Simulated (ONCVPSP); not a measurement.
**Chromium: generating and testing an ONCV potential**

Task: generate the file, and judge it by its errors in other configurations, its logarithmic derivatives, its ghosts and its cutoff.

Program: ONCVPSP 4.0.1. Reference atom: PBEsol, scalar-relativistic, spherical and spin-unpolarised. All values are calculated.

## Step 1: The design

Typed settings, in words:

```
element                 : chromium (Cr, Z = 24)
type                    : optimised norm-conserving Vanderbilt (ONCV)
frozen core             : [Ne] 3s2
valence charge          : 12
reference configuration : 3p6 3d5 4s1
partial waves           : 4s: rc 2.10 bohr, ncon 4, nbas 8, qcut 4 1/bohr, 2 projectors, debl 2 Ha; 3p: rc 1.50 bohr, ncon 4, nbas 7, qcut 9.5 1/bohr, 2 projectors, debl 1.2 Ha; 3d: rc 1.75 bohr, ncon 3, nbas 8, qcut 8.6 1/bohr, 1 projector
local potential         : polynomial inside 1.05 bohr (lpopt 1, dvloc0 -1 Ha)
core correction         : Teter function, fcfact 3, rcfact 1.15
```

The outer shells as boxes (Hund's rule for the drawing; the calculation is spin-unpolarised):

```
[Ne] core
3s [↑↓]
3p [↑↓][↑↓][↑↓]
3d [↑ ][↑ ][↑ ][↑ ][↑ ]
4s [↑ ]
```

The nodes and maxima of the atom's own shells, from an earlier all-electron run, set the scale for the radii.

All-electron outer shells of the reference configuration (PBEsol, scalar-relativistic, ld1.x):

```
shell  level (eV)  outermost node (bohr)  outermost maximum (bohr)
   3s      -73.77                   0.36                      0.78
   3p      -45.34                   0.33                      0.80
   4s       -4.02                   1.12                      2.74
   3d       -2.93                      –                      0.84
   4p       -0.95                   1.25                      3.89
```

## Step 2: Generating the potential

Cr.dat reads:

```
# ATOM AND REFERENCE CONFIGURATION
# atsym  z   nc   nv     iexc    psfile
  Cr 24.00    4    3  -116133      upf
#
#   n    l    f
    1    0    2.00
    2    0    2.00
    2    1    6.00
    3    0    2.00
    3    1    6.00
    3    2    5.00
    4    0    1.00
#
# PSEUDOPOTENTIAL AND OPTIMIZATION
# lmax
    2
#
#   l,   rc,      ep,       ncon, nbas, qcut
    0    2.10    0.00    4    8    4.00
    1    1.50    0.00    4    7    9.50
    2    1.75    0.00    3    8    8.60
#
# LOCAL POTENTIAL
# lloc, lpopt,  rc(5),   dvloc0
    4    1    1.05   -1.00
#
# VANDERBILT-KLEINMAN-BYLANDER PROJECTORs
# l, nproj, debl
    0    2    2.00
    1    2    1.20
    2    1    3.40
#
# MODEL CORE CHARGE
# icmod, fcfact, rcfact
    3    3.00    1.15
#
# LOG DERIVATIVE ANALYSIS
# epsh1, epsh2, depsh
   -3.00    5.00    0.02
#
# OUTPUT GRID
# rlmax, drl
    6.00    0.01
#
# TEST CONFIGURATIONS
# ncnf
    4
# nvcnf
#   n    l    f
    3
    3    1    6.00
    3    2    5.00
    4    0    0.00
#
    3
    3    1    6.00
    3    2    4.00
    4    0    0.00
#
    3
    3    1    6.00
    3    2    3.00
    4    0    0.00
#
    3
    3    1    6.00
    3    2    5.00
    4    0    0.50
#
```

Run with:

```sh
$ oncvpsp.x < Cr.dat > Cr.out
```

**Question.** What will these runs give? Wanted: cutoffs for 1 and 0.1 mHa per electron, occupied waves; bound ghosts; GHOST(+) flags; largest test error; largest phase difference near zero energy, channels read; rms error of d²Exc/dn², without and with the model core; projector energies reset by the program.

As calculated:

```
                                                quantity                                       value
  cutoffs for 1 and 0.1 mHa per electron, occupied waves                             29 Ha and 33 Ha
                                            bound ghosts                              s at -50.86 eV
                                          GHOST(+) flags                          none at low energy
                            largest test error (AE − PS)  +13 meV, for 3p6 3d4 4s0 (1 test unsolved)
largest phase difference near zero energy, channels read                                   0.008 rad
 rms error of d²Exc/dn², without and with the model core                           3.71 and 3.07 mHa
                 projector energies reset by the program                         p: -1.666, 0.250 Ha
```

In words: It has a bound ghost (s), a state that the atom doesn't have, and that rules the file out. By total energies transferability is good where solved: the largest error is 13 meV on 22.9 eV, for 3p6 3d4 4s0. Atomic tests can pass in spite of a ghost, since they solve only for the levels asked. Of the tests 1 gave no usable energy difference, which is a warning in itself. The potential is of middling hardness: the looser tolerance needs 29 Ha. Near zero energy the phases of the channels with partial waves agree within 0.008 rad. These are tests on the free atom; a crystal test is still owed.
